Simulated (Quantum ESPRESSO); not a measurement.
The system is CuF3.

```
Cu F
1.0
     3.76477    0.00000    0.00000
     0.00000    3.76477    0.00000
     0.00000    0.00000    3.76477
Cu F
1 3
Direct
  0.00000 0.00000 0.00000
  0.50000 0.00000 0.00000
  0.00000 0.00000 0.50000
  0.00000 0.50000 0.00000
```

The cell comes from a database or a generator and needn't be the stable form of this composition.

Base run:

- Program: Quantum ESPRESSO 7.5
- Functional: PBE
- Potentials or basis: GBRV 1.5 PBE
- Cutoff: 762 eV
- Density cutoff: 6095 eV
- k mesh: 5 × 5 × 5
- Occupations: gaussian, width 0.05 eV
- Spin: collinear spin, ferromagnetic start
- Starting moments: [2.0, 0.0, 0.0, 0.0] μB
- Hubbard terms: Cu d U = 5 eV

Its results: band gap on the k mesh none (metal or under the smearing width); pressure 4.1 GPa; net moment 1.01 μB per cell; site moments Cu +0.72; F +0.09 μB.

**Question.** After a change of settings the same cell gave: band gap on the k mesh none (metal or under the smearing width); pressure 3.9 GPa; net moment 1.17 μB per cell; site moments Cu +0.84; F +0.10 μB. Which change was it?
A. potentials or basis from GBRV 1.5 PBE to JTH 2.0 PBE; cutoff from 762 eV to 735 eV; density cutoff from 6095 eV to 4408 eV; hubbard terms from Cu d U = 5 eV to none
B. hubbard terms from Cu d U = 5 eV to Cu d U = 3 eV
C. hubbard terms from Cu d U = 5 eV to Cu d U = 6 eV

**Answer.** C.

Caveats: a cell with one magnetic atom can't hold antiferromagnetic order, which such compounds often take.
